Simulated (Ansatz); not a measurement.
# BeZnSe2: the cost of one run

Method: DFT PBE, scalar-relativistic, plane waves, PAW, in Ansatz 0.2.0.

1 further run of the same task is left out (set aside as unsound or not needed).

## 1. The structure to begin with

The structure is hexagonal, space group P6/mmm (No. 191). Conventional cell: a = 4.876 Å, b = 4.876 Å, c = 4.472 Å, α = 90.00°, β = 90.00°, γ = 120.00°. Around Be (site symmetry 6/mmm) lie 2 Zn at 2.24 Å. Zn (site symmetry 6/mmm) has 2 Be at 2.24 Å and 6 Se at 2.82 Å as nearest neighbours. Se (site symmetry -6m2) has 3 Se at 2.82 Å and 3 Zn at 2.82 Å as nearest neighbours.

Coordinates:

```cif
data_structure
_symmetry_space_group_name_H-M 'P6/mmm'
_symmetry_Int_Tables_number 191
_cell_length_a 4.8760
_cell_length_b 4.8760
_cell_length_c 4.4715
_cell_angle_alpha 90.000
_cell_angle_beta 90.000
_cell_angle_gamma 120.000
_cell_volume 92.07
loop_
_atom_site_label
_atom_site_type_symbol
_atom_site_symmetry_multiplicity
_atom_site_Wyckoff_symbol
_atom_site_fract_x
_atom_site_fract_y
_atom_site_fract_z
_atom_site_occupancy
Be1 Be 1 b 0.00000 0.00000 0.50000 1
Zn1 Zn 1 a 0.00000 0.00000 0.00000 1
Se1 Se 2 c 0.33333 0.66667 0.00000 1
```

The cell was relaxed beforehand at this level, from a generated guess; it is a trial structure. At a tolerance of 0.05 Å it has space group P6/mmm (No. 191); it has 23.02 Å³/atom, an uncorrected energy of +0.76 eV/atom over the elements.

## 2. Electronic structure at the relaxed geometry

Contents of input.yaml:

```yaml
crystal:
  lattice:
    - [4.8759836686, 0.0, 0.0]
    - [-2.4379918343, 4.2227257255, 0.0]
    - [0.0, 0.0, 4.4715349875]
  atoms:
    - { symbol: Be, position: [0.0, 0.0, 0.5] }
    - { symbol: Zn, position: [0.0, 0.0, 0.0] }
    - { symbol: Se, position: [0.3333333333, 0.6666666667, 0.0] }
    - { symbol: Se, position: [0.6666666667, 0.3333333333, 0.0] }
basis:
  ecutwfc: 420
kpoints:
  mp_grid: { grid: [12, 12, 10] }
  band_path:
    path:
      - [[0.0, 0.0, 0.0], [0.5, 0.0, 0.0], [0.33333333, 0.33333333, 0.0], [0.0, 0.0, 0.0], [0.0, 0.0, 0.5], [0.5, 0.0, 0.5], [0.33333333, 0.33333333, 0.5], [0.0, 0.0, 0.5]]
      - [[0.5, 0.0, 0.5], [0.5, 0.0, 0.0]]
      - [[0.33333333, 0.33333333, 0.5], [0.33333333, 0.33333333, 0.0]]
    npoints: 14
hamiltonian:
  xc: pbe
scf:
  occupations: { method: gaussian, width: 0.1 }
  n_extra_bands: 10
output:
  forces: true
  stress: true
  eigenvalues: true
  populations: true
  dos: { projected: true, de: 0.02, nscf_kmesh: { grid: [15, 15, 12] } }
  bader: true
  write_density: true
  write_potential: true
  elf: true
  volumetric_format: npy
```

Started as:

```bash
$ ansatz run input.yaml --threads 1 --pin off --max-ram 2560MiB --backend cpu --events-out ev --progress --plain --runs-dir out
```

Q: Estimate wall time and peak memory on 1 thread of Intel Xeon Platinum 8488C (Sapphire Rapids), shared host.

About 68 s, with a peak of 0.7 GiB.
